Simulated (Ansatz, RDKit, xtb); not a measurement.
# C4H6O3SSi: which of the isomers drawn lies lowest?

Which of a sample of isomers of C4H6O3SSi is the most stable in the gas at 298.15 K, and what are its properties? The sample is small against all isomers, and the most stable one of this formula need not be in it.

The funnel: GFN2-xTB relaxations, single points with a density functional, relaxations at B3LYP-D3(BJ)/def2-SVP, harmonic vibrations (at GFN2-xTB), and a last energy at a higher level. All values are calculated.

## 1. Possible bonding patterns

Isomers were taken from a list of plausible structures; this is a sample, not all of them. That gives 4 candidates.

```
label                      SMILES     spin
 c047  C=C1OS(=O)(=O)C(=C)[SiH2]1  singlet
 c094          Oc1ccoc1[Si@H](O)S  singlet
 c580    O=S(=O)(O)C1=CC=C[SiH2]1  singlet
 c674    O=C1CO[C@H](S[SiH3])C1=O  singlet
```

Candidates are built by distance geometry, with a force field where one applies, in up to four conformers (letters a to d).

## 2. First filter: tight binding

All 11 starts are relaxed the same way. One of them, c674a (taken from a list of plausible isomers, embedded by distance geometry and MMFF94), in full:

The input, start.xyz:

```xyz
15
c674a
C      0.176236    -2.747758     0.783264
C      0.609204    -2.270747     2.106109
C      1.332448    -0.671031     0.459651
C      0.567662    -1.730181    -0.202780
O     -0.522543    -3.700088     0.535490
O      1.626133    -1.220301     1.770290
O      0.288168    -1.816582    -1.430080
S      0.402661     0.860130     0.624540
Si     0.412921     1.697320    -1.363264
H     -0.143704    -1.717769     2.631298
H      1.080531    -3.013380     2.688764
H      2.317316    -0.515713     0.031522
H      0.252558     3.137946    -1.291198
H     -0.631817     1.044486    -2.139861
H      1.800412     1.378483    -1.947548
```

Run with:

```console
$ xtb start.xyz --gfn 2 --opt
```

What it wrote, shortened:

```text
* xtb version 6.7.1
[...]
          :  # basis functions                  54          :
[...]
          :  # electrons                        50          :
[...]
          :  Hamiltonian                  GFN2-xTB          :
[...]
          :  net charge                          0          :
          :  unpaired electrons                  0          :
[...]
   *** convergence criteria satisfied after 14 iterations ***
[...]
   *** GEOMETRY OPTIMIZATION CONVERGED AFTER 18 ITERATIONS ***
[...]
   *** convergence criteria satisfied after 3 iterations ***
[...]
         ::                     SUMMARY                     ::
         :::::::::::::::::::::::::::::::::::::::::::::::::::::
         :: total energy             -28.789893209713 Eh    ::
         :: gradient norm              0.000743258318 Eh/a0 ::
         :: HOMO-LUMO gap              1.719279918024 eV    ::
         ::.................................................::
         :: SCC energy               -29.019028346095 Eh    ::
         :: -> isotropic ES            0.076214963308 Eh    ::
         :: -> anisotropic ES          0.002098413901 Eh    ::
         :: -> anisotropic XC         -0.004231383523 Eh    ::
         :: -> dispersion             -0.014246056471 Eh    ::
         :: repulsion energy           0.229135136382 Eh    ::
         :: add. restraining           0.000000000000 Eh    ::
         :: total charge              -0.000000000000 e     ::
         :::::::::::::::::::::::::::::::::::::::::::::::::::::
[...]
        25        2.0000           -0.3990406             -10.8584 (HOMO)
        26                         -0.3358582              -9.1392 (LUMO)
[...]
     #   Z          covCN         q      C6AA      α(0)
     1   6          2.835     0.209    23.577     7.957
     2   6          3.762     0.045    19.860     6.353
     3   6          3.819     0.146    18.227     6.076
     4   6          3.255     0.191    22.993     7.755
     5   8          0.856    -0.291    19.629     5.940
     6   8          1.711    -0.272    18.505     5.808
     7   8          0.883    -0.348    20.667     6.096
     8  16          2.265    -0.323   155.108    20.961
     9  14          3.662     0.502    97.381    18.914
    10   1          0.923     0.094     1.839     2.121
    11   1          0.924     0.096     1.822     2.111
    12   1          0.925     0.063     2.159     2.298
    13   1          0.919    -0.056     4.233     3.218
    14   1          0.922    -0.013     3.297     2.840
[...]
molecular dipole:
                 x           y           z       tot (Debye)
 q only:        0.461       0.925      -0.162
   full:        0.784       0.591      -0.002       2.496
molecular quadrupole (traceless):
[...]
          | TOTAL ENERGY              -28.789893209713 Eh   |
          | GRADIENT NORM               0.000743258318 Eh/α |
          | HOMO-LUMO GAP               1.719279918024 eV   |
           -------------------------------------------------
[...]
```

It took 0.14 s on 4 threads of Arm Neoverse V2, shared host.

## 3. What the search left

11 of the 11 relaxations converged; 2 ended on a minimum already found. 9 distinct structures remain:

```
label  start                SMILES after     spin  energy (kcal/mol)
c094d  drawn          Oc1ccoc1[Si@H](O)S  singlet                0.0
c094c  drawn          Oc1ccoc1[Si@H](O)S  singlet                1.9
c094a  drawn          Oc1ccoc1[Si@H](O)S  singlet                2.4
c094b  drawn          Oc1ccoc1[Si@H](O)S  singlet                3.7
c674a  drawn    O=C1CO[C@H](S[SiH3])C1=O  singlet               46.9
c674c  drawn    O=C1CO[C@H](S[SiH3])C1=O  singlet               49.6
c674d  drawn    O=C1CO[C@H](S[SiH3])C1=O  singlet               51.5
c580a  drawn    O=S(=O)(O)C1=CC=C[SiH2]1  singlet               77.8
c047a  drawn  C=C1OS(=O)(=O)C(=C)[SiH2]1  singlet               78.8
```

## 4. Screening with a density functional

A choice of the minima (the low ones first, few conformers of a pattern, up to a cap) and the lowest that fell apart get a single point at r2SCAN-D4/def2-SVP on the tight-binding geometry, and one at HF/STO-3G for comparison. The lowest singlets are also tried as triplets at the same geometry (label ending in t). Within 30 kcal/mol but not screened, among others: c094a, c094b. The first, c094d:

The input, input.yaml:

```yaml
crystal:
  periodic: [false, false, false]
  atoms:
    - {symbol: C, position_ang: [-0.502196, 0.722524, -1.658857]}
    - {symbol: C, position_ang: [-1.570429, 0.256418, -2.465536]}
    - {symbol: C, position_ang: [-2.148627, -0.750500, -1.755321]}
    - {symbol: C, position_ang: [-0.504896, -0.042709, -0.512694]}
    - {symbol: O, position_ang: [0.340644, 1.721870, -1.976558]}
    - {symbol: O, position_ang: [-1.530187, -0.942601, -0.586776]}
    - {symbol: O, position_ang: [1.719775, 1.107570, 0.557881]}
    - {symbol: S, position_ang: [1.480732, -1.815212, 1.512963]}
    - {symbol: Si, position_ang: [0.551100, 0.063083, 1.008434]}
    - {symbol: H, position_ang: [0.991903, 1.809977, -1.267172]}
    - {symbol: H, position_ang: [-1.851838, 0.628693, -3.427556]}
    - {symbol: H, position_ang: [-2.981875, -1.387932, -1.978320]}
    - {symbol: H, position_ang: [-0.138911, 0.547259, 2.198999]}
    - {symbol: H, position_ang: [2.542656, 1.158560, 1.038223]}
    - {symbol: H, position_ang: [0.373150, -2.531844, 1.457310]}
basis:
  gaussian: {orbitals: def2-SVP}
hamiltonian: {xc: r2scan, dispersion: d4}
scf: {lower_state_search: off}
```

Run with:

```console
$ ansatz run input.yaml --threads 4 --pin off --max-ram 7830MiB --events-out events.jsonl --progress --plain --runs-dir runs
```

What it wrote, shortened:

```text
Warning: RAYON_NUM_THREADS=4 ignored (pool sized by the plan → 4); use --threads N
Functional definition: r2SCAN
  name "r2SCAN"
[...]
1810 factors; their error is unknown
[...]
mean field -29080.60426861 eV, -1068.6924953298 hartree, gradient 4.3e-6 eV, S^2 0.000000; 0 other end points of the search recorded, 0 dependent functions left out
reference -29080.60427984 eV, -1068.6924957424 hartree; 42, 42 occupied and 122, 122 virtual orbitals, 1810 factors
Total energy: -29080.72946519 eV, -1068.6970962195 hartree
Checks for a lower state left out: stability, starts, cluster_reference, orbital_swaps, neighbouring_geometries, increment
```

Run time: 2.5 s. Hardware: 4 threads of Arm Neoverse V2, shared host; peak memory 0.24 GiB.

Relative energies in kcal/mol, each column from its lowest structure that stays in one piece:

```
 label                    SMILES     spin  GFN2-xTB  HF/STO-3G  r2SCAN-D4/def2-SVP
 c094d        Oc1ccoc1[Si@H](O)S  singlet       0.0        0.0                 0.0
 c094c        Oc1ccoc1[Si@H](O)S  singlet       1.9        3.7                 4.2
 c674c  O=C1CO[C@H](S[SiH3])C1=O  singlet      49.6       16.3                54.0
 c674a  O=C1CO[C@H](S[SiH3])C1=O  singlet      46.9       35.8                58.9
c094dt        Oc1ccoc1[Si@H](O)S  triplet         –          –                84.2
c674ct  O=C1CO[C@H](S[SiH3])C1=O  triplet         –          –                88.2
```

## 5. Relaxing the best candidates

3 candidates are relaxed at B3LYP-D3(BJ)/def2-SVP (chosen among the lowest in one piece, one conformer a pattern, with other spins of them). The first, c094d:

Edit input.yaml of step 4 so:

```diff
@@ -19,4 +19,10 @@
 basis:
-  gaussian: {orbitals: def2-SVP}
-hamiltonian: {xc: r2scan, dispersion: d4}
-scf: {lower_state_search: off}
+  gaussian:
+    orbitals: def2-SVP
+hamiltonian:
+  xc: {name: B3LYP}
+  dispersion: d3bj
+scf:
+  lower_state_search: "off"
+relax:
+  f_tol: 0.006
```

Run with:

```console
$ ansatz run input.yaml --threads 4 --pin off --max-ram 7830MiB --events-out events.jsonl --progress --plain --runs-dir runs
```

What it wrote, shortened:

```text
Warning: RAYON_NUM_THREADS=4 ignored (pool sized by the plan → 4); use --threads N
[...]
Functional definition: B3LYP
  name "B3LYP"
[...]
1763 factors; integrals over basis functions are off by at most 3.6e-4 eV
[...]
mean field -29088.20905306 eV, -1068.9719660038 hartree, gradient 3.7e-6 eV, S^2 0.000000; 0 other end points of the search recorded, 0 dependent functions left out
[...]
reference -29088.20934285 eV, -1068.9719766535 hartree; 42, 42 occupied and 122, 122 virtual orbitals, 1763 factors
relax step   1: F+E_penalty+E_count = -29088.99030448 eV  Δ(F+E_penalty+E_count) = +0.000e0 eV  max|allowed force component| = 1.170e0 eV/Å  Δτ_max = 0.0000 Å  (18 SCF iters, accepted)
[...]
relax step   6: F+E_penalty+E_count = -29089.14353551 eV  Δ(F+E_penalty+E_count) = -4.742e-3 eV  max|allowed force component| = 4.956e-1 eV/Å  Δτ_max = 0.1971 Å  (20 SCF iters, accepted)
[...]
Atom 6 at     1.500697     1.101900     0.568325 Å, force    -0.000679    -0.002498     0.001025 eV/Å
Atom 7 at     1.405683    -2.032456     1.174114 Å, force     0.000436     0.000237    -0.000523 eV/Å
Atom 8 at     0.408638    -0.134163     0.955952 Å, force     0.001705     0.003443    -0.001046 eV/Å
Atom 9 at     1.039068     1.668414    -1.150867 Å, force    -0.001175    -0.001498    -0.000161 eV/Å
Atom 10 at    -1.738209     0.784112    -3.555290 Å, force    -0.000173     0.000118    -0.000714 eV/Å
Atom 11 at    -3.166354    -1.162796    -2.202556 Å, force     0.000076     0.000086    -0.000059 eV/Å
Atom 12 at    -0.262588     0.147562     2.251771 Å, force     0.000025    -0.000226    -0.000130 eV/Å
Atom 13 at     2.388314     1.035384     0.941628 Å, force    -0.001448    -0.000617    -0.000127 eV/Å
Atom 14 at     1.454958    -1.979555     2.526015 Å, force     0.000146     0.000806    -0.000303 eV/Å
Dipole moment:     0.176835     0.034000     0.341118 e Å
Checks for a lower state left out: stability, starts, cluster_reference, orbital_swaps, neighbouring_geometries, increment
```

Wall time 64 s (4 threads of Arm Neoverse V2, shared host); peak memory 0.48 GiB.

Energy change by step (eV): 0.0000, -0.0981, -0.1168, -0.1404, -0.1485, -0.1532, -0.1646, -0.1773, -0.1940, -0.2007, -0.2106, -0.2335, -0.2396, -0.2422, -0.2335, -0.2481, -0.2479, -0.2496, -0.2500, -0.2501, -0.2501, -0.2501.

After the run. Bond lengths: C1–C2 1.433 Å, C2–C3 1.368 Å, C1–C4 1.389 Å, C1–O5 1.338 Å, C3–O6 1.345 Å, C4–O6 1.383 Å, C4–Si9 1.829 Å, O7–Si9 1.694 Å, S8–Si9 2.155 Å, O5–H10 0.979 Å, C2–H11 1.087 Å, C3–H12 1.088 Å, Si9–H13 1.486 Å, O7–H14 0.965 Å, S8–H15 1.354 Å. Some angles: C1–C2–C3 105.4°, C2–C1–C4 107.0°, C2–C1–O5 124.6°, C4–C1–O5 128.4°, C2–C3–O6 111.5°, C1–C4–O6 108.2°, C1–C4–Si9 128.5°, O6–C4–Si9 123.3°, C3–O6–C4 107.8°, C4–Si9–O7 99.3°.

## 6. The relaxed candidates

```
 label     spin  r2SCAN-D4/def2-SVP (kcal/mol)  B3LYP-D3(BJ)/def2-SVP, relaxed (kcal/mol)     time
 c094d  singlet                            0.0                                        0.0     64 s
 c674c  singlet                           54.0                                       53.5     38 s
c094dt  triplet                           84.2                                       72.5  4.2 min
```

c094d: Bond lengths: C1–C2 1.433 Å, C2–C3 1.368 Å, C1–C4 1.389 Å, C1–O5 1.338 Å, C3–O6 1.345 Å, C4–O6 1.383 Å, C4–Si9 1.829 Å, O7–Si9 1.694 Å, S8–Si9 2.155 Å, O5–H10 0.979 Å, C2–H11 1.087 Å, C3–H12 1.088 Å, Si9–H13 1.486 Å, O7–H14 0.965 Å, S8–H15 1.354 Å. Some angles: C1–C2–C3 105.4°, C2–C1–C4 107.0°, C2–C1–O5 124.6°, C4–C1–O5 128.4°, C2–C3–O6 111.5°, C1–C4–O6 108.2°, C1–C4–Si9 128.5°, O6–C4–Si9 123.3°, C3–O6–C4 107.8°, C4–Si9–O7 99.3°.

c674c: Bond lengths: C1–C2 1.517 Å, C1–C4 1.553 Å, C3–C4 1.522 Å, C1–O5 1.199 Å, C2–O6 1.430 Å, C3–O6 1.406 Å, C4–O7 1.198 Å, C3–S8 1.877 Å, S8–Si9 2.169 Å, C2–H10 1.106 Å, C2–H11 1.099 Å, C3–H12 1.097 Å, Si9–H13 1.488 Å, Si9–H14 1.488 Å, Si9–H15 1.487 Å. Some angles: C1–C2–O6 105.4°, C2–C1–C4 105.2°, C2–C1–O5 128.9°, C4–C1–O5 125.9°, C1–C4–C3 104.0°, C1–C4–O7 126.6°, C3–C4–O7 129.4°, C4–C3–O6 105.4°, C4–C3–S8 105.7°, O6–C3–S8 112.6°.

c094dt: Bond lengths: C1–C2 1.364 Å, C2–C3 1.432 Å, C1–C4 1.505 Å, C1–O5 1.330 Å, C3–O6 1.441 Å, C4–O6 1.362 Å, C4–Si9 1.834 Å, O7–Si9 1.699 Å, S8–Si9 2.162 Å, O5–H10 0.983 Å, C2–H11 1.087 Å, C3–H12 1.091 Å, Si9–H13 1.485 Å, O7–H14 0.966 Å, S8–H15 1.355 Å. Some angles: C1–C2–C3 107.6°, C2–C1–C4 107.8°, C2–C1–O5 129.7°, C4–C1–O5 122.5°, C2–C3–O6 109.3°, C1–C4–O6 108.0°, C1–C4–Si9 127.6°, O6–C4–Si9 123.8°, C3–O6–C4 107.2°, C4–Si9–O7 99.3°.

## 7. Are they minima? Harmonic frequencies

The lowest few in one piece go on as finalists. In this search the thermal terms come from GFN2-xTB at its own nearest minimum. The first, c094d:

The input, start.xyz:

```xyz
15
c094d
C     -0.488028     0.703856    -1.677593
C     -1.553910     0.360444    -2.571528
C     -2.276365    -0.603104    -1.923291
C     -0.639998    -0.081777    -0.541957
O      0.453234     1.619699    -1.933708
O     -1.754140    -0.882365    -0.715995
O      1.500697     1.101900     0.568325
S      1.405683    -2.032456     1.174114
Si     0.408638    -0.134163     0.955952
H      1.039068     1.668414    -1.150867
H     -1.738209     0.784112    -3.555290
H     -3.166354    -1.162796    -2.202556
H     -0.262588     0.147562     2.251771
H      2.388314     1.035384     0.941628
H      1.454958    -1.979555     2.526015
```

Run with:

```console
$ xtb start.xyz --gfn 2 --ohess tight
```

What it wrote, shortened:

```text
* xtb version 6.7.1
[...]
          :  # basis functions                  54          :
[...]
          :  # electrons                        50          :
[...]
          :  Hamiltonian                  GFN2-xTB          :
[...]
          :  net charge                          0          :
          :  unpaired electrons                  0          :
[...]
   *** convergence criteria satisfied after 14 iterations ***
[...]
   *** GEOMETRY OPTIMIZATION CONVERGED AFTER 46 ITERATIONS ***
[...]
   *** convergence criteria satisfied after 3 iterations ***
[...]
         ::                     SUMMARY                     ::
         :::::::::::::::::::::::::::::::::::::::::::::::::::::
         :: total energy             -28.864688278503 Eh    ::
         :: gradient norm              0.000370257674 Eh/a0 ::
         :: HOMO-LUMO gap              3.933999183128 eV    ::
         ::.................................................::
         :: SCC energy               -29.134565850894 Eh    ::
         :: -> isotropic ES            0.071362055786 Eh    ::
         :: -> anisotropic ES         -0.001162676814 Eh    ::
         :: -> anisotropic XC         -0.000281766659 Eh    ::
         :: -> dispersion             -0.013015497223 Eh    ::
         :: repulsion energy           0.269877572391 Eh    ::
         :: add. restraining           0.000000000000 Eh    ::
         :: total charge               0.000000000000 e     ::
         :::::::::::::::::::::::::::::::::::::::::::::::::::::
[...]
        25        2.0000           -0.3805014             -10.3540 (HOMO)
        26                         -0.2359296              -6.4200 (LUMO)
[...]
molecular dipole:
                 x           y           z       tot (Debye)
 q only:       -0.147       0.409       0.405
   full:       -0.330       0.407       0.430       1.722
molecular quadrupole (traceless):
[...]
          | TOTAL ENERGY              -28.864688278504 Eh   |
          | TOTAL ENTHALPY            -28.758929453800 Eh   |
          | TOTAL FREE ENERGY         -28.806560991756 Eh   |
          | GRADIENT NORM               0.000370200209 Eh/α |
[...]
```

Run time: 0.46 s. Hardware: 4 threads of Arm Neoverse V2, shared host.

## 8. Zero-point energy and free-energy terms

As xtb prints them, at 298.15 K, with its own treatment of low modes:

```
 label                    SMILES     spin  lowest mode (cm⁻¹)  zero-point (kcal/mol)  G − E (kcal/mol)
 c094d        Oc1ccoc1[Si@H](O)S  singlet                  35                   59.2              36.5
 c674c  O=C1CO[C@H](S[SiH3])C1=O  singlet                  46                   57.4              34.7
c094dt        Oc1ccoc1[Si@H](O)S  triplet                  44                   56.4              33.1
```

## 9. The final energy

Single points at CCSD(T)/def2-SVP + MP2/def2-TZVPP - MP2/def2-SVP on the refined geometries decide the order.

c094d, CCSD(T)/def2-SVP:

The input, input.yaml:

```yaml
crystal:
  periodic: [false, false, false]
  atoms:
    - symbol: C
      position_ang: [-0.488028, 0.703856, -1.677593]
    - symbol: C
      position_ang: [-1.553910, 0.360444, -2.571528]
    - symbol: C
      position_ang: [-2.276365, -0.603104, -1.923291]
    - symbol: C
      position_ang: [-0.639998, -0.081777, -0.541957]
    - symbol: O
      position_ang: [0.453234, 1.619699, -1.933708]
    - symbol: O
      position_ang: [-1.754140, -0.882365, -0.715995]
    - symbol: O
      position_ang: [1.500697, 1.101900, 0.568325]
    - symbol: S
      position_ang: [1.405683, -2.032456, 1.174114]
    - symbol: Si
      position_ang: [0.408638, -0.134163, 0.955952]
    - symbol: H
      position_ang: [1.039068, 1.668414, -1.150867]
    - symbol: H
      position_ang: [-1.738209, 0.784112, -3.555290]
    - symbol: H
      position_ang: [-3.166354, -1.162796, -2.202556]
    - symbol: H
      position_ang: [-0.262588, 0.147562, 2.251771]
    - symbol: H
      position_ang: [2.388314, 1.035384, 0.941628]
    - symbol: H
      position_ang: [1.454958, -1.979555, 2.526015]
basis:
  gaussian: {orbitals: def2-SVP}
correlation: {method: ccsd_t, frozen_orbitals: {Si: 5, H: 0, O: 1, S: 5, C: 1}}
```

Run with:

```console
$ ansatz run input.yaml --threads 4 --pin off --max-ram 7830MiB --events-out events.jsonl --progress --plain --runs-dir runs
```

What it wrote, shortened:

```text
Warning: RAYON_NUM_THREADS=4 ignored (pool sized by the plan → 4); use --threads N
Functional definition: HF
  name "HF"
[...]
1612 factors; integrals over basis functions are off by at most 1.4e-3 eV
[...]
mean field -28995.34798754 eV, -1065.5593847893 hartree, gradient 2.7e-6 eV, S^2 0.000000; 0 other end points of the search recorded, 0 dependent functions left out
17 core orbitals not correlated: weight in the atoms' cores, before any rotation towards them, 1.000 or more for the frozen orbitals, at most 0.000 for the correlated occupied ones
reference -28995.34798754 eV, -1065.5593847893 hartree; 25, 25 occupied and 122, 122 virtual orbitals, 1612 factors
second order -35.17586366 eV of doubles, -0.00000000 eV of singles
cycle   1  -35.44319804 eV  change   -2.7e-1 eV  update   1.5e-1
[...]
cycle  10  -36.60002650 eV  change   -1.0e-5 eV  update   2.5e-5
perturbative correction -1.27657820 eV, -0.0469133836 hartree
Total energy: -29033.22459224 eV, -1066.9513243383 hartree
```

Wall time 64 s (4 threads of Arm Neoverse V2, shared host); peak memory 1.8 GiB.

[end of part 1 of 2]
